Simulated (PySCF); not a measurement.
# C4H5BF3P: the cost of one run

Computed with PySCF 2.14.0 and routines of our own; the level stands in each step. Atoms count from 0.

### 1 The system as given

14 atoms, charge 0, multiplicity 1; geometry from: GFN2-xTB.

### 2 Magnetic properties: GIAO CAM-B3LYP/pcSseg-1

Job settings and geometry (Å):

```
{"job": {"kind": "mag", "xc": "CAM-B3LYP", "basis": "pcSseg-1", "isotopologues": 0}, "charge": 0, "multiplicity": 1}
F      1.961449    -0.463698     1.424477
B      2.376908    -0.240687     0.169627
F      2.845797    -1.306561    -0.487789
F      3.034999     0.905860    -0.031873
P      0.405946     0.127363    -0.791004
C     -0.601067     1.354057     0.039653
C     -1.658353     0.753582     0.620664
C     -1.780200    -0.654176     0.329869
C     -0.816797    -1.143024    -0.475624
H      0.247609     0.418599    -2.137996
H     -0.324791     2.389096     0.138635
H     -2.378940     1.262189     1.240906
H     -2.595169    -1.239476     0.724505
H     -0.718071    -2.163596    -0.801152
```

Method: GIAO CAM-B3LYP/pcSseg-1 magnetisability, rotational g tensor and spin-rotation constants, non-relativistic, gas phase.

Started as:

```console
$ OMP_NUM_THREADS=1 python excited_run.py task.json out
```

This one command runs all jobs of the session in turn.

Q: Estimate the wall time and peak memory of this first job on 1 thread of AMD EPYC 9R45, shared host.

About 23 s, with a peak of 0.94 GiB.
